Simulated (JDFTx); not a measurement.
BiTe under changes of volume

One of the cells (33.855 Å³/atom); the others are scaled copies at fixed shape and fractional positions:

```
CELL_PARAMETERS angstrom
0.00000 3.23500 3.23500
3.23500 0.00000 3.23500
3.23500 3.23500 0.00000
ATOMIC_POSITIONS crystal
Bi 0.00000 0.00000 0.00000
Te 0.50000 0.50000 0.50000
```

- Program: JDFTx 1.7.0 (patched build)
- Functional: PBE
- Potentials or basis: PseudoDojo-SR-PBE-0.4.1-standard with smoothed tails
- Cutoff: 1088 eV
- Density cutoff: 8708 eV
- k mesh: 7 × 7 × 7
- Occupations: fermi-dirac, width 0.05 eV
- Spin: no spin polarisation

| volume (Å³/atom) | energy over the lowest point (meV/atom) | pressure (GPa) |
| --- | --- | --- |
| 31.824 | 36.12 | 4.6 |
| 32.501 | 19.68 | 3.2 |
| 33.178 | 8.53 | 2.0 |
| 33.855 | ? | ? |
| 34.532 | 0.00 | 0.0 |
| 35.209 | 1.72 | -0.9 |
| 35.886 | 6.89 | -1.6 |

What does the run at 33.855 Å³/atom give?

Energy over the lowest point 2.13 meV/atom; pressure 1.0 GPa.

Worked out: A Birch-Murnaghan fit of order 3 (a polynomial in V^(-2/3)) to the other rows has its minimum at 34.56 Å³/atom with B0 = V·E''(V) = 46 GPa and B' = 4.4. It gives 2.13 meV/atom at 33.855 Å³/atom, against the run's 2.13, and -dE/dV = 1.0 GPa, against 1.0.

Energies are extrapolated to zero smearing.
